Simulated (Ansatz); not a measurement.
W, space group Fm-3m, a check of PAW against all-electron LAPW

Program: the Python package of Ansatz (0.2.0).

The script reads `w.xyz`:
```text
1
Lattice="0.0 2.03 2.03 2.03 0.0 2.03 2.03 2.03 0.0" Properties=species:S:1:pos:R:3 pbc="T T T"
W     0.00000000    0.00000000    0.00000000
```

Run as a notebook:

```python
import ansatz as az
import numpy as np
```

```python
def count_gap(report):
    # lowest empty less highest filled band, counting bands; zero where they overlap
    return max(report.get("gap_by_band_count_ev") or 0.0, 0.0)
```

```python
system = az.Crystal.from_extxyz("w.xyz")
```

```python
[site.symbol for site in system.resolved().sites]
```

    ['W']

```python
base = system.calculation()
base = base.scf(tolerance=1e-09)
base = base.functional("pbesol").kpoints(12)
base = base.occupations("gaussian", width=0.05).stress()
base = base.forces()
base = base.band_table()
variants = {
    "PAW": base.pseudopotentials("paw"),
    "LAPW": base.pseudopotentials("all_electron", lapw=True),
}
# totals differ by the cores that each treatment holds, so compare what does not depend on them
rows = []
for label, variant in variants.items():
    r = variant.run(threads=1).report
    levels = np.array(r["eigenvalues_ev"][0]) - r["fermi_energy_ev"]
    print(label, "levels at the first k-point near E_F:", np.round(levels[np.abs(levels) < 5], 3))
    rows.append((label, r["n_electrons"], np.trace(r["stress_gpa"]) / 3, count_gap(r)))
lines = [",".join(["treatment", "electrons in bands", "P GPa", "gap by band count eV"])] + [",".join(f"{v:.4f}" if isinstance(v, float) else str(v) for v in row) for row in rows]
print("\n".join(lines))
with open("paw_lapw.csv", "w") as handle:
    handle.write("\n".join(lines) + "\n")
```

    DeckWarning: basis.ecutwfc = 420 eV, auto-derived from the records' recommended cutoffs: set by W (normal level)
    DeckWarning: output.stress: scf.convergence.dr2_threshold = 1e-9 eV is looser than the 1e-10 eV advised for a printed stress (1e-10 eV for each atom of the cell: 1). What an SCF threshold leaves in a stress goes as its square root, and in the free energy as the threshold itself, and one threshold admits the most on a small cell: of the crystals measured, under no hybrid functional and no lock of [...]
    PAW levels at the first k-point near E_F: [-0.553 -0.553 -0.553  2.481  2.481]
    LAPW levels at the first k-point near E_F: [-0.554 -0.554 -0.554  2.481  2.481]
    treatment,electrons in bands,P GPa,gap by band count eV
    PAW,14.0000,-13.0893,0.0000
    LAPW,44.0000,-12.9890,0.0000

PAW gives -13.089 GPa and LAPW -12.989 GPa, 0.10 GPa apart. They took 0.9 and 16.7 s of processor time.

Notes:
- Absolute energies stand on the zero of these potentials, so only differences at equal settings mean something. A total without «per atom» is that of the cell as typed.
- For a metal this k-point mesh is coarse: on a finer one energies can move by several to tens of meV an atom and pressures by half a GPa or more, differences at one mesh by less.
- A gap by band count of zero or less means overlapping bands, a metal.
- At these settings the cell as given stands under about -13 GPa, so it isn't at this functional's equilibrium volume.
- This isn't the structure that W takes at ambient conditions.
- Gaps and levels are Kohn-Sham values on a finite set of k-points, without spin-orbit coupling.
- Warnings are shown shortened and without file and line.
- Pressure is positive in compression; the treatments may keep other shells as core, so totals and counts of electrons can differ.
- Timing: 19 s on 1 thread of Arm Neoverse V1 (shared host), peak memory 0.47 GiB.
